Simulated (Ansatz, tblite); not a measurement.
# The cluster Na₃Br₄: rung by rung

How do method and basis change the picture of the cluster Na₃Br₄ (doublet)?

Computed with Ansatz 0.2.0, Gaussian basis. Level: as each input shows.

Plan: GFN1-xTB, GFN2-xTB, PBE-D4/def2-TZVP, r2SCAN-D4/def2-TZVP, BLYP-D4/def2-TZVP, HSE06-D4/def2-TZVP, r2SCAN0-D4/def2-TZVP, PBE-D4/def2-SVP, PBE0-D4/def2-SVP, HF/STO-3G, HF/6-31G, B3LYP-D4/6-31G, PBE0-D4/def2-TZVPD, PBE-D4/def2-TZVPD, BLYP-D4/def2-TZVPD, MP2/def2-SVP, RPA/def2-SVP.

3 further runs of the same task are left out: 3 set aside as unsound or not needed.

**1. The geometry**

The geometry is that of the doublet, from an earlier relaxation (r2SCAN-D4/def2-SVP). At that level it is the lowest of the isomers that a small search found.

7 atoms, charge 0, spin multiplicity 2.

Bond lengths: Na1–Br4 2.866 Å, Na1–Br5 2.666 Å, Na1–Br6 2.870 Å, Na2–Br5 2.672 Å, Na2–Br7 2.672 Å, Na3–Br4 2.866 Å, Na3–Br6 2.870 Å, Na3–Br7 2.666 Å. Angles: Br4–Na1–Br5 129.7°, Br4–Na1–Br6 62.0°, Br5–Na1–Br6 128.1°, Br5–Na2–Br7 136.7°, Br4–Na3–Br6 62.0°, Br4–Na3–Br7 129.7°, Br6–Na3–Br7 128.0°, Na1–Br4–Na3 87.5°, Na1–Br5–Na2 100.8°, Na1–Br6–Na3 87.4°, Na2–Br7–Na3 100.8°.

PBE0-D4/def2-TZVP was run before; its log isn't repeated, and its numbers join the tables.

**2. GFN1-xTB**

Tight binding, by tblite at 300 K electronic temperature and without a spin-polarisation term:

```python
tblite.interface.Calculator('GFN1-xTB', numbers, positions, charge=0, uhf=1).singlepoint()
```

Energy -451.3296 eV; 0.03 s.

**3. GFN2-xTB**

Tight binding, by tblite at 300 K electronic temperature and without a spin-polarisation term:

```python
tblite.interface.Calculator('GFN2-xTB', numbers, positions, charge=0, uhf=1).singlepoint()
```

Energy -470.6299 eV; 0.015 s.

**4. PBE-D4/def2-TZVP**

start.molden holds the orbitals of an earlier run on this state, given as this run's starting guess.

in.yaml

```yaml
crystal:
  periodic: [false, false, false]
  atoms:
    - {symbol: Na, position_ang: [1.806298, -0.681950, 0.960206]}
    - {symbol: Na, position_ang: [-0.721536, 2.555036, 0.738606]}
    - {symbol: Na, position_ang: [-1.372502, -0.897368, -1.400287]}
    - {symbol: Br, position_ang: [-0.163874, -2.703862, 0.467481]}
    - {symbol: Br, position_ang: [1.514490, 1.767273, 1.970834]}
    - {symbol: Br, position_ang: [1.403292, -1.537258, -1.749605]}
    - {symbol: Br, position_ang: [-2.466147, 1.498139, -0.987234]}
basis:
  gaussian: {orbitals: def2-TZVP, initial_orbitals: start.molden}
magnetization: {spin_polarized: true, initial_magnetization: 1}
hamiltonian: {xc: pbe, dispersion: d4}
scf: {omitted_lower_state_checks: [starts]}
output: {orbitals: {seedname: orbitals}}
```

On the command line:

```console
ansatz run in.yaml --threads 4 --pin off --events-out ev --progress --plain --max-ram 8704MiB
```

The runs that follow: r2SCAN-D4/def2-TZVP; BLYP-D4/def2-TZVP; HSE06-D4/def2-TZVP; r2SCAN0-D4/def2-TZVP; PBE-D4/def2-SVP; PBE0-D4/def2-SVP; HF/STO-3G; HF/6-31G; B3LYP-D4/6-31G; PBE0-D4/def2-TZVPD; PBE-D4/def2-TZVPD; BLYP-D4/def2-TZVPD; MP2/def2-SVP; RPA/def2-SVP.

**Question.** What will the summary of the whole plan be? Wanted: gap in def2-TZVP, named functionals, smallest and largest; correlation energy, MP2/def2-SVP; ⟨S²⟩ in def2-TZVP, named functionals, smallest and largest; PBE0 total energy, smallest basis above largest.

The runs gave:

| quantity | value |
| --- | --- |
| gap in def2-TZVP, named functionals, smallest and largest | 0.45 eV (BLYP-D4), 2.79 eV (r2SCAN0-D4) |
| correlation energy, MP2/def2-SVP | -25.83 eV |
| ⟨S²⟩ in def2-TZVP, named functionals, smallest and largest | 0.751, 0.757 |
| PBE0 total energy, smallest basis above largest | 38.60 eV (def2-SVP, def2-TZVPD) |

Orbital gaps of the named functionals in def2-TZVP span 0.45 eV (BLYP-D4) to 2.79 eV (r2SCAN0-D4); exact exchange widens it. Over the named functionals in def2-TZVP spin contamination reaches 0.01 (r2SCAN0-D4), which is small.
